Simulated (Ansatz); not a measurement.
# TiH4S4: small, medium and large basis sets

An exercise on one series of results from a longer session: the logs are not shown, and one member is left open.

The runs use Ansatz 0.2.0, Gaussian basis; one geometry, several basis sets.

The runs, in order: PBE0-D4/def2-SVP; ωB97M-V/def2-SVP; PBE0-D4/def2-QZVPP; ωB97M-V/def2-QZVPP; the functionals' def2-TZVPP values are taken from earlier runs.

### Structure used throughout

All runs share one geometry, relaxed beforehand with PBE0-D4 in a triple-zeta def2 set.

9 atoms, charge 0, spin multiplicity 1.

Atoms are counted from 1 here; the program's logs count them from 0.

Bond lengths: S1–Ti2 2.276 Å, S1–H6 1.350 Å, Ti2–S3 2.267 Å, Ti2–S4 2.276 Å, Ti2–S5 2.267 Å, S3–H7 1.348 Å, S4–H8 1.350 Å, S5–H9 1.348 Å. Angles: Ti2–S1–H6 89.8°, S1–Ti2–S3 107.5°, S1–Ti2–S4 109.8°, S1–Ti2–S5 112.9°, S3–Ti2–S4 112.9°, S3–Ti2–S5 106.4°, S4–Ti2–S5 107.4°, Ti2–S3–H7 91.6°, Ti2–S4–H8 89.8°, Ti2–S5–H9 91.7°.

Set-up of the first run:

File in.yaml:

```yaml
crystal:
  periodic: [false, false, false]
  atoms:
    - {symbol: S, position_ang: [0.237333, 1.442830, -1.514562]}
    - {symbol: Ti, position_ang: [0.151517, 0.055868, 0.287474]}
    - {symbol: S, position_ang: [2.285785, -0.411486, 0.891488]}
    - {symbol: S, position_ang: [-1.048905, -1.806249, -0.231619]}
    - {symbol: S, position_ang: [-0.828085, 1.013960, 2.093225]}
    - {symbol: H, position_ang: [-1.081986, 1.246678, -1.722385]}
    - {symbol: H, position_ang: [2.239469, -1.607602, 0.272082]}
    - {symbol: H, position_ang: [-0.397771, -1.891863, -1.411018]}
    - {symbol: H, position_ang: [-1.468856, 1.911465, 1.318317]}
basis:
  gaussian: {orbitals: def2-SVP}
hamiltonian: {xc: pbe0, dispersion: d4}
output: {orbitals: {seedname: orbitals}}
```

Launch:

```bash
$ ansatz run in.yaml --threads 2 --pin off --events-out ev --progress --plain --max-ram 22528MiB --backend cpu
```

Steps of the session up to this table: PBE0-D4 in def2-SVP; ωB97M-V in def2-SVP; PBE0-D4 in def2-QZVPP; ωB97M-V in def2-QZVPP.

One of the session's tables, all rows but one given; the rest of the session is left out.

It belongs to the step «Density functionals: the series». 

```
functional       basis  HOMO (eV)  LUMO (eV)
   PBE0-D4    def2-SVP      -7.80      -2.97
   PBE0-D4  def2-TZVPP          ?          ?
   PBE0-D4  def2-QZVPP      -7.90      -3.02
   ωB97M-V    def2-SVP      -9.87      -0.79
   ωB97M-V  def2-TZVPP     -10.00      -0.88
   ωB97M-V  def2-QZVPP     -10.03      -0.92
```

**Question.** Estimate the row for PBE0-D4, def2-TZVPP.

**Answer.** HOMO (eV): -7.88; LUMO (eV): -3.00. In the column «HOMO (eV)» it lies between PBE0-D4, def2-QZVPP (-7.90) and PBE0-D4, def2-SVP (-7.80).
